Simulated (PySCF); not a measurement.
**GaBO2, a cluster of ions: interaction energy**

An exercise on one series of results from a longer session: the logs are not shown, and one member is left open.

Computed with PySCF 2.14.0; each step states its level. No surroundings beyond the atoms listed, unless a continuum is named. Atoms count from 0, parts from 1.

## Starting point

4 atoms, charge 0, multiplicity 1; geometry: GFN2-xTB. Parts: 1 = atom 0, `[Ga+]`, charge 1; 2 = atoms 1–3, `O=B[O-]`, charge -1.

The first run:

Job settings and geometry (Å):

```
{"job": {"xc": "PBE0", "basis": "def2-SVPD", "d3": "d3bj", "grid": 2, "kind": "geom", "shake": 0.01}, "charge": 0, "multiplicity": 1, "parts": [{"atoms": "0-0", "charge": 1, "multiplicity": 1}, {"atoms": "1-3", "charge": -1, "multiplicity": 1}]}
Ga    -0.383974     0.243968    -0.057088
O     -2.112415    -0.013374     0.451302
B     -3.353065    -0.211773     0.815600
O     -4.435840    -0.393056     1.164307
```

On the command line:

```bash
$ OMP_NUM_THREADS=1 python cluster_run.py task.json out
```

The driver reads the jobs from task.json and runs them one after another.

Steps of the session up to this table: Optimising the geometry at PBE0-D3(BJ)/def2-SVPD; Coupled-cluster interaction energy: CCSD(T) and MP2.

One table of the session follows, with a row left open; its other results are not shown here.

It belongs to the step «Coupled-cluster interaction energy: CCSD(T) and MP2». 

```
                 method  interaction energy (kcal/mol)
         HF/aug-cc-pVDZ                        -152.78
        MP2/aug-cc-pVDZ                        -153.15
       CCSD/aug-cc-pVDZ                        -152.49
    CCSD(T)/aug-cc-pVDZ                        -153.03
         HF/aug-cc-pVTZ                        -155.43
        MP2/aug-cc-pVTZ                        -157.57
    SCS-MP2/aug-cc-pVTZ                        -155.85
      MP2, extrapolated                              ?
CCSD(T), limit estimate                        -158.20
```

Estimate the missing values for MP2, extrapolated.

**Answer.** interaction energy (kcal/mol): -158.32. In the column «interaction energy (kcal/mol)» it is the lowest.

To keep in mind: The interaction energy leaves out the deformation of the parts, 2.24 kcal/mol (MP2); added to the CCSD(T) estimate it gives a binding of about -156.0 kcal/mol.
